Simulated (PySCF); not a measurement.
**A gas-phase reaction: AlBrCl2 + H3N → AlCl2H2N + BrH**

Aim: the reaction energy of `[Cl][Al]([Cl])[Br]` + `N` → `[NH2][Al]([Cl])[Cl]` + `Br`.

Programs: PySCF 2.14.0. All values are calculated, for the isolated system unless a continuum is named. Atoms count from 0, parts from 1.

## (1) The system as given

Each species was relaxed by itself at PBE0-D3(BJ)/def2-SVPD.

## (2) Reaction energy: wB97M-D3(BJ)/def2-TZVPD

What the job is given:

```
{"job": {"kind": "react", "xc": "wB97M-D3(BJ)", "basis": "def2-TZVPD"}, "charge": 0, "multiplicity": 1}
-1 AlBrCl2 charge 0 multiplicity 1
Cl     1.154100    -0.016240     1.772860
Al     0.014270    -0.030140     0.022240
Cl    -0.355280    -1.844320    -0.945640
Br    -0.798160     1.873700    -0.803780

-1 H3N charge 0 multiplicity 1
N      0.002650     0.000640     0.284470
H     -0.577610    -0.743600    -0.091420
H     -0.351450     0.874940    -0.092470
H      0.937170    -0.130180    -0.091600

+1 AlCl2H2N charge 0 multiplicity 1
N      1.016830     0.163740    -0.128360
Al    -0.705620    -0.110320     0.083110
Cl    -1.982630    -0.178430    -1.580350
Cl    -1.507100    -0.373020     2.003770
H      1.685780     0.201330     0.629220
H      1.469350     0.289460    -1.024110

+1 BrH charge 0 multiplicity 1
Br     0.715060     0.000600     0.001240
H     -0.708690     0.002150    -0.002220
```

With the program's defaults for keys left out, this is: wB97M-D3(BJ)/def2-TZVPD reaction energy of separated species, gas phase.

Started as:

```
$ OMP_NUM_THREADS=1 python cluster_run.py task.json out
```

The driver reads the jobs from task.json and runs them one after another.

**Question.** The jobs that follow are: PBE0-D3(BJ)/def2-TZVPD reaction energy of separated species, gas phase; MP2/def2-TZVPD reaction energy of separated species, gas phase. Predict: reaction energy (wB97M-D3(BJ)/def2-TZVPD); ΔH, ΔG at 298 K (xTB thermal terms). Thermal terms come from harmonic xTB runs on each species.

As calculated:

| quantity | value |
| --- | --- |
| reaction energy (wB97M-D3(BJ)/def2-TZVPD) | 13.25 kcal/mol |
| ΔH, ΔG at 298 K (xTB thermal terms) | +9.9, +10.0 kcal/mol |
| range of the reaction energy over the runs of this table | 13.25 to 14.87 kcal/mol |

In words: The reaction is endothermic by 9.9 kcal/mol in the gas phase; dispersion gives -0.12, and xTB itself gave 17.65 for the electronic energy (xTB energies and thermal terms come from the earlier relaxation of each species, not shown). No barrier was sought. The reaction energy runs from 13.25 (wB97M-D3(BJ)/def2-TZVPD) to 14.87 kcal/mol (PBE0-D3(BJ)/def2-TZVPD).
